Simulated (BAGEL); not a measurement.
**CH6AlNS (SMILES NC[S][AlH2]) at PBE0/6-31G(d) (density fitting with qzvpp-jkfit, spherical functions)**

What is the energy change on altering one bond length of CH6AlNS at PBE0/6-31G* (density fitting with qzvpp-jkfit, spherical functions)? 

The results are computed with BAGEL 1.2.2.

1 further run of the same task is left out (set aside as unsound or not needed). Runs told in other sessions of the task aren't counted.

**1. The system as given**

CH6AlNS has 10 atoms, charge 0, and is taken as a singlet. As SMILES, `NC[S][AlH2]`. The coordinates come from a PBE0-D4/def2-TZVP relaxation. This is one conformer, not always the lowest.

Bond lengths: N1–C2 1.439 Å, C2–S3 1.833 Å, S3–Al4 2.168 Å, N1–H5 1.012 Å, N1–H6 1.013 Å, C2–H7 1.091 Å, C2–H8 1.097 Å, Al4–H9 1.580 Å, Al4–H10 1.586 Å. Some angles: N1–C2–S3 110.2°, C2–S3–Al4 101.3°, N1–C2–H7 108.7°, N1–C2–H8 115.5°, S3–C2–H7 106.0°, S3–C2–H8 108.1°, C2–N1–H5 111.2°, C2–N1–H6 110.8°, S3–Al4–H9 118.2°, S3–Al4–H10 117.3°.

**2. A single-point energy at PBE0/6-31G(d) (density fitting with qzvpp-jkfit, spherical functions)**

Input file job.json:

```json
{ "bagel": [

{
  "title": "molecule",
  "basis": "6-31gs.json",
  "df_basis": "qzvpp-jkfit",
  "angstrom": "true",
  "geometry": [
    { "atom": "N", "xyz": [      -0.639600,       1.524200,       0.837500 ] },
    { "atom": "C", "xyz": [      -0.122200,       0.187400,       0.965400 ] },
    { "atom": "S", "xyz": [      -1.103800,      -0.972000,      -0.059800 ] },
    { "atom": "Al", "xyz": [       0.321000,      -1.476300,      -1.614300 ] },
    { "atom": "H", "xyz": [      -0.442700,       1.907300,      -0.078200 ] },
    { "atom": "H", "xyz": [      -0.231900,       2.135500,       1.534300 ] },
    { "atom": "H", "xyz": [      -0.251900,      -0.141300,       1.997800 ] },
    { "atom": "H", "xyz": [       0.935600,       0.063100,       0.701300 ] },
    { "atom": "H", "xyz": [      -0.126100,      -2.498900,      -2.732700 ] },
    { "atom": "H", "xyz": [       1.744800,      -0.780100,      -1.548400 ] }
  ]
},

{ "title": "ks", "xc_func": "pbe0", "charge": 0 },

{ "title": "print", "file": "orbitals.molden", "orbitals": "true" }

]}
```

The basis set 6-31G* is read from a file made from the Basis Set Exchange's data (not shown).

Started as:

```sh
BAGEL_NUM_THREADS=1 BAGEL job.json > job.out
```

Standard output:

```text
* using 1 threads per process

  ===============================================================
  ===============================================================

  *** Geometry ***

  { "atom" : "N", "xyz" : [     -1.208669,      2.880321,      1.582646 ] },
  { "atom" : "C", "xyz" : [     -0.230925,      0.354135,      1.824342 ] },
  { "atom" : "S", "xyz" : [     -2.085880,     -1.836814,     -0.113006 ] },
  { "atom" : "Al", "xyz" : [      0.606602,     -2.789803,     -3.050585 ] },
  { "atom" : "H", "xyz" : [     -0.836582,      3.604275,     -0.147777 ] },
  { "atom" : "H", "xyz" : [     -0.438227,      4.035510,      2.899407 ] },
  { "atom" : "H", "xyz" : [     -0.476022,     -0.267018,      3.775295 ] },
  { "atom" : "H", "xyz" : [      1.768028,      0.119242,      1.325265 ] },
  { "atom" : "H", "xyz" : [     -0.238294,     -4.722237,     -5.164055 ] },
  { "atom" : "H", "xyz" : [      3.297194,     -1.474175,     -2.926052 ] },

  Number of auxiliary basis functions:      516

  Since a DF basis is specified, we compute 2- and 3-index integrals:
    o Being stored without compression. Storage requirement is 0.024 GB

  Number of basis functions:       76
  Number of electrons      :       48

    * METHOD: MOLECULE                             0.46

  *** Kohn-Sham DFT ***

    * Removing 18518 points whose weight is below 1.00e-10
    * Grid points: 130542

  === Nuclear Repulsion ===
   200.6216666630

       - DIIS with orbital gradients will be used.

  === KS iteration (pbe0 / 6-31gs.json) ===
      0       -680.49520943          0.14495738           0.60
      1       -600.47840885          0.21100843           0.57
      2       -668.54977912          0.09592536           0.58
      3       -703.56538301          0.16374713           0.58
      4       -720.54289610          0.10200331           0.58
      5       -720.16208577          0.11243801           0.57
      6       -720.73573631          0.11089995           0.57
      7       -721.25711537          0.10877939           0.57
      8       -675.30076963          0.17189897           0.57
      9       -733.89761525          0.06572386           0.57
     10       -736.17990903          0.03378326           0.56
     11       -736.66423283          0.00641072           0.57
     12       -736.68091552          0.00359282           0.56
     13       -736.68784095          0.00124173           0.57
     14       -736.68866750          0.00025264           0.58
     15       -736.68869610          0.00007145           0.57
     16       -736.68869941          0.00001308           0.57
     17       -736.68869949          0.00000126           0.57
     18       -736.68869949          0.00000047           0.57
     19       -736.68869949          0.00000016           0.57
     20       -736.68869949          0.00000011           0.57
     21       -736.68869949          0.00000004           0.57
     22       -736.68869949          0.00000001           0.57
     23       -736.68869949          0.00000001           0.58
    * SCF iteration converged.

    * Permanent dipole moment:
           (   -0.966092,    -0.507502,    -0.162169) a.u.

    * METHOD: KS                                  14.78

    * METHOD: PRINT                                0.02

  ===============================================================
```

Run time: 16 s. Hardware: 1 thread of Arm Neoverse N1, shared host; peak memory 0.49 GiB.

**3. The distorted shape at the same level**

Input file job.json:

```json
{ "bagel" : [

{
  "title" : "molecule",
  "basis" : "6-31gs.json",
  "df_basis" : "qzvpp-jkfit",
  "angstrom" : true,
  "geometry" : [
    { "atom" : "N", "xyz" : [    0.145703,    2.451748,    1.657684 ] },
    { "atom" : "C", "xyz" : [    0.663103,    1.114948,    1.785584 ] },
    { "atom" : "S", "xyz" : [   -1.103800,   -0.972000,   -0.059800 ] },
    { "atom" : "Al", "xyz" : [    0.321000,   -1.476300,   -1.614300 ] },
    { "atom" : "H", "xyz" : [    0.342603,    2.834848,    0.741984 ] },
    { "atom" : "H", "xyz" : [    0.553403,    3.063048,    2.354484 ] },
    { "atom" : "H", "xyz" : [    0.533403,    0.786248,    2.817984 ] },
    { "atom" : "H", "xyz" : [    1.720903,    0.990648,    1.521484 ] },
    { "atom" : "H", "xyz" : [   -0.126100,   -2.498900,   -2.732700 ] },
    { "atom" : "H", "xyz" : [    1.744800,   -0.780100,   -1.548400 ] }
  ]
},
{ "title" : "ks", "xc_func" : "pbe0" },
{ "title" : "print", "file" : "orbitals.molden", "orbitals" : true }

]}
```

The basis set 6-31G* is read from a file made from the Basis Set Exchange's data (not shown).

Started as:

```sh
BAGEL_NUM_THREADS=1 BAGEL job.json > job.out
```

Standard output:

```text
* using 1 threads per process

  ===============================================================
  ===============================================================

  *** Geometry ***

  { "atom" : "N", "xyz" : [      0.275339,      4.633132,      3.132569 ] },
  { "atom" : "C", "xyz" : [      1.253083,      2.106946,      3.374265 ] },
  { "atom" : "S", "xyz" : [     -2.085880,     -1.836814,     -0.113006 ] },
  { "atom" : "Al", "xyz" : [      0.606602,     -2.789803,     -3.050585 ] },
  { "atom" : "H", "xyz" : [      0.647426,      5.357086,      1.402147 ] },
  { "atom" : "H", "xyz" : [      1.045780,      5.788322,      4.449330 ] },
  { "atom" : "H", "xyz" : [      1.007986,      1.485793,      5.325218 ] },
  { "atom" : "H", "xyz" : [      3.252035,      1.872053,      2.875188 ] },
  { "atom" : "H", "xyz" : [     -0.238294,     -4.722237,     -5.164055 ] },
  { "atom" : "H", "xyz" : [      3.297194,     -1.474175,     -2.926052 ] },

  Number of auxiliary basis functions:      516

  Since a DF basis is specified, we compute 2- and 3-index integrals:
    o Being stored without compression. Storage requirement is 0.024 GB

  Number of basis functions:       76
  Number of electrons      :       48

    * METHOD: MOLECULE                             0.45

  *** Kohn-Sham DFT ***

    * Removing 16628 points whose weight is below 1.00e-10
    * Grid points: 132432

  === Nuclear Repulsion ===
   167.9488555789

       - DIIS with orbital gradients will be used.

  === KS iteration (pbe0 / 6-31gs.json) ===
      0       -676.15395622          0.07695856           0.62
      1       -526.06425773          0.14736844           0.58
      2       -611.32172655          0.06944007           0.58
      3       -640.70457003          0.16811800           0.58
      4       -690.31956978          0.13242523           0.58
      5       -692.29923573          0.12392769           0.59
      6       -692.95562472          0.12234983           0.59
      7       -577.11200421          0.16357376           0.59
      8       -662.78777316          0.09657864           0.59
      9       -717.47183388          0.08190029           0.59
     10       -721.18823040          0.06605968           0.59
     11       -735.52171595          0.03977174           0.59
     12       -736.26943679          0.01977149           0.58
     13       -736.39644768          0.01630350           0.59
     14       -736.44304037          0.00974687           0.59
     15       -736.53977685          0.00512086           0.58
     16       -736.55819682          0.00316749           0.58
     17       -736.56433039          0.00108362           0.58
     18       -736.56508680          0.00042746           0.58
     19       -736.56520682          0.00009842           0.57
     20       -736.56521362          0.00004007           0.57
     21       -736.56521488          0.00000933           0.58
     22       -736.56521491          0.00000412           0.58
     23       -736.56521492          0.00000068           0.57
     24       -736.56521492          0.00000014           0.58
     25       -736.56521492          0.00000007           0.58
     26       -736.56521492          0.00000001           0.58
     27       -736.56521492          0.00000001           0.58
     28       -736.56521492          0.00000000           0.59
    * SCF iteration converged.

    * Permanent dipole moment:
           (   -1.552952,    -1.784434,    -1.012820) a.u.

    * METHOD: KS                                  17.98

    * METHOD: PRINT                                0.02

  ===============================================================
```

Wall time 19 s (1 thread of Arm Neoverse N1, shared host); peak memory 0.49 GiB.

**4. Summary of results**

Level: PBE0/6-31G* (density fitting with qzvpp-jkfit, spherical functions).

| quantity | value |
| --- | --- |
| first shape: total energy | -736.68870 Eh |
| first shape: dipole moment | 2.80 D |
| first shape: HOMO energy | -6.88 eV |
| first shape: LUMO energy | -1.28 eV |
| first shape: HOMO–LUMO gap | 5.60 eV |
| distorted shape: total energy | -736.56521 Eh |
| distorted shape: dipole moment | 6.54 D |
| distorted shape: HOMO energy | -6.44 eV |
| distorted shape: LUMO energy | -3.97 eV |
| distorted shape: HOMO–LUMO gap | 2.47 eV |
| energy change with the C2–S3 bond stretched from 1.833 to 3.299 Å | 3.360 eV |

With the C2–S3 bond stretched from 1.833 to 3.299 Å the energy rises by 3.36 eV (324 kJ/mol). The first shape isn't relaxed at this level, so the change isn't measured from a minimum. A restricted reference can't describe the breaking bond well at this length.
